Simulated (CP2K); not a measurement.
BiTe:

```xyz
2
Lattice="4.5750 0.0000 0.0000 2.2875 3.9620 0.0000 2.2875 1.3207 3.7355" Properties=species:S:1:pos:R:3 pbc="T T T"
Bi    0.0000    0.0000    0.0000
Te    4.5750    2.6414    1.8677
```

Base run:

| Item | Value |
| --- | --- |
| Program | CP2K 2026.2 |
| Functional | vdW-DF2 |
| Potentials or basis | POTENTIAL_UZH Bi GTH-PBE-q5, Te GTH-PBE-q6; TZVP-MOLOPT-PBE-GTH basis |
| Density cutoff | 9184 eV |
| k mesh | 7 × 7 × 7 |
| Occupations | fermi-dirac, width 0.05 eV |
| Spin | no spin polarisation |

Its results: band gap on the k mesh none (metal or under the smearing width); pressure 6.3 GPa.

Q: The run is repeated on the same cell with these changes: functional from vdW-DF2 to TPSS. What comes out?

A: Band gap on the k mesh none (metal or under the smearing width); pressure 2.2 GPa.

Caveats: the potentials were made for another functional, which shifts forces and pressure; spin-orbit coupling is left out, which moves the levels of the heavy elements; the basis of atomic orbitals isn't converged, which shifts pressures, moduli and gaps.
